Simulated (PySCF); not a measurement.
Molecule: BNH4, in a box.

```xyz
6
Lattice="11.0000 0.0000 0.0000 0.0000 12.0000 0.0000 0.0000 0.0000 11.0000" Properties=species:S:1:pos:R:3 pbc="T T T"
B     5.4248    5.3686    5.5492
N     5.6991    6.7256    5.5856
H     5.7788    4.6801    6.4623
H     4.8410    4.9195    4.6056
H     5.4314    7.3618    4.8540
H     6.1850    7.1696    6.3462
```

Base run:

```yaml
Program: PySCF 2.14.0
Functional: rSCAN
Dispersion: D4
Potentials_or_basis: pob-tzvp-rev2 (all-electron)
k_mesh: 1 × 1 × 1
Occupations: fixed
Spin: no spin polarisation
```

Its results: gap between the frontier levels 7.92 eV.

Task: The run is repeated on the same cell with these changes: functional from rSCAN to TPSSh. What comes out?

Result: Gap between the frontier levels 8.62 eV.

TPSSh gives the wider gap, since exact exchange removes part of the self-interaction.

Caveats: this is a molecule in a periodic box at the Γ point, so its band gap is the HOMO-LUMO gap; the basis of atomic orbitals isn't converged, which shifts pressures, moduli and gaps.

